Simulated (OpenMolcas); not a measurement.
**Re²⁺ among point charges: CASSCF and CASPT2 levels and susceptibility**

Aim: the splitting of the states of Re²⁺ in the field of 6 point charges, its lowest levels with spin-orbit coupling and its magnetic susceptibility.

Method: state-averaged CASSCF and CASPT2, spin-orbit coupling by RASSI with atomic mean-field integrals. Code: OpenMolcas 26.06.

## 1. The atom as given

- Species: Re²⁺ (rhenium, Z = 75, 73 electrons)
- Basis: ANO-RCC-VDZP [7s6p4d2f1g], 68 functions
- Scalar Hamiltonian: DKH2, point nucleus
- Inactive shells: 1s 2s 2p 3s 3p 3d 4s 4p 4d 4f 5s 5p
- Active space: 5 electrons in 5 orbitals (5d)
- Some configurations of this space: 5d5
- Orbitals: optimised for each spin and parity, averaged over all roots

The outer shells:

5d5
```
5d [↑ ][↑ ][↑ ][↑ ][↑ ]
```

The ion sits among 6 point charges of -0.75 e arranged as a trigonal prism (D3h), 2.1 Å from the ion, with a polar angle of 54.5° against the regular 49.1°.

The work runs as a chain of OpenMolcas steps in one folder; each step below is one input file. Labels, J, g values, rates, χT and fits are worked out afterwards by a script from the matrices that RASSI stores.

## 2. Basis and integrals

a.inp reads:

```
&GATEWAY
Coord
1

Re 0.0 0.0 0.0
Basis=ANO-RCC-VDZP
Group=NoSym
NoMove
AngMom=0.0 0.0 0.0
AMFI
XField
6 Angstrom 0
1.709664 0.000000 1.219446 -0.750000
-0.854832 1.480612 1.219446 -0.750000
-0.854832 -1.480612 1.219446 -0.750000
1.709664 0.000000 -1.219446 -0.750000
-0.854832 1.480612 -1.219446 -0.750000
-0.854832 -1.480612 -1.219446 -0.750000
&SEWARD
```

The run is started by

```console
$ OMP_NUM_THREADS=1 MOLCAS_MEM=1689 MOLCAS_PROJECT=a pymolcas a.inp > a.log
```

## 3. CASSCF: sextets, 1 root

a.inp reads:

```
&RASSCF
FileOrb=start.orb
Symmetry=1
Spin=6
nActEl=5 0 0
Inactive=34
Ras2=5
CIRoot=1 1 1
SDav=1
CIMx=300
Iter=120 100
PrWF=0.3
OrbListing=Nothing
MaxOrb=0
>>> COPY $Project.JobIph JOB001
```

start.orb holds the contracted functions of the basis, ordered by shell, or the orbitals of the step before.

## 4. CASSCF: quartets, 24 roots

a.inp reads:

```
&RASSCF
FileOrb=start.orb
Symmetry=1
Spin=4
nActEl=5 0 0
Inactive=34
Ras2=5
CIRoot=24 24 1
SDav=24
CIMx=300
Iter=120 100
PrWF=0.3
OrbListing=Nothing
MaxOrb=0
>>> COPY $Project.JobIph JOB002
```

## 5. CASSCF: doublets, 75 roots

a.inp reads:

```
&RASSCF
FileOrb=start.orb
Symmetry=1
Spin=2
nActEl=5 0 0
Inactive=34
Ras2=5
CIRoot=75 75 1
SDav=75
CIMx=300
Iter=120 100
PrWF=0.3
OrbListing=Nothing
MaxOrb=0
>>> COPY $Project.JobIph JOB003
```

## 6. RASSI: spin-orbit coupling between the states

a.inp reads:

```
&RASSI
NrOfJobIphs=3 1 24 75
1
1 2 3 4 5 6 7 8 9 10 11 12 13 14 15 16 17 18 19 20 21 22 23 24
1 2 3 4 5 6 7 8 9 10 11 12 13 14 15 16 17 18 19 20 21 22 23 24 25 26 27
28 29 30 31 32 33 34 35 36 37 38 39 40 41 42 43 44 45 46 47 48 49 50 51
52 53 54 55 56 57 58 59 60 61 62 63 64 65 66 67 68 69 70 71 72 73 74 75
IphNames
JOB001
JOB002
JOB003
EJob
SpinOrbit
DIPRint=1.0
SOCoupling=1000.0
Subsets=2
Property=9
'ANGMOM' 1 'ANGMOM' 2 'ANGMOM' 3 'MLTPL  1' 1 'MLTPL  1' 2 'MLTPL  1' 3
'AMFI' 1 'AMFI' 2 'AMFI' 3
SOProperty=3
'ANGMOM' 1 'ANGMOM' 2 'ANGMOM' 3
```

## 7. CASPT2: IPEA 0.25, imaginary shift 0.1 (closed shells correlated: 4f 5s 5p)

a.inp reads:

```
>>> COPY JOB001 $Project.JobIph
&CASPT2
Multistate=1 1
Frozen=23
IPEA=0.25
Imaginary=0.1
MaxIter=60
WThr=0.0 0.3 0.05
PrWF=0.5
NoMix
>>> COPY JOB002 $Project.JobIph
&CASPT2
Multistate=24 1 2 3 4 5 6 7 8 9 10 11 12 13 14 15 16 17 18 19 20 21 22
23 24
NoMult
Frozen=23
IPEA=0.25
Imaginary=0.1
MaxIter=60
WThr=0.0 0.3 0.05
PrWF=0.5
NoMix
>>> COPY JOB003 $Project.JobIph
&CASPT2
Multistate=75 1 2 3 4 5 6 7 8 9 10 11 12 13 14 15 16 17 18 19 20 21 22
23 24 25 26 27 28 29 30 31 32 33 34 35 36 37 38 39 40 41 42 43 44 45 46
47 48 49 50 51 52 53 54 55 56 57 58 59 60 61 62 63 64 65 66 67 68 69 70
71 72 73 74 75
NoMult
Frozen=23
IPEA=0.25
Imaginary=0.1
MaxIter=60
WThr=0.0 0.3 0.05
PrWF=0.5
NoMix
```

(Steps that only read results are left out.)

Before running it: what results should come out? Wanted: spin-free ground state; lowest level; next level.

As calculated:

| quantity | value |
| --- | --- |
| method | SS-CASPT2, IPEA 0.25, imaginary shift 0.1 (closed shells correlated: 4f 5s 5p) |
| spin-free ground state | 6A1, 1-fold in its orbital part |
| lowest level | 2-fold E1/2, g = 0.00, 0.00, 9.80 |
| next level | 54.2 cm⁻¹ |
| χT at 300 K | 4.21 cm³ K/mol |
| effective moment at 300 K | 5.80 μB |

Cost by method:

```csv
method,time of its own steps,time with the reference
A. CASSCF,29 s,29 s
"B. SS-CASPT2, IPEA 0.25, imaginary shift 0.1, +4f 5s 5p",31 s,61 s
```

Times are of one thread on a shared host.

**Reading.** The spin-free ground state (6A1) comes to 100 % from free-ion S terms and keeps the highest spin of the shell. χT at 300 K is 4.21, against 4.39 cm³ K/mol for the spin alone, as a half-filled shell (L = 0) has no orbital moment. An active space of the d shell alone favours high spin; real ions in strong fields can be low spin. CASPT2 does not keep the components of a term degenerate, and the means are used. The field of point charges can differ much from that of real complexes. With metal d orbitals alone active, the gaps between spin states are rough; where two lie within a few thousand cm-1, their order is open. Point charges carry no covalency, so the field is a model and not that of real ligands.
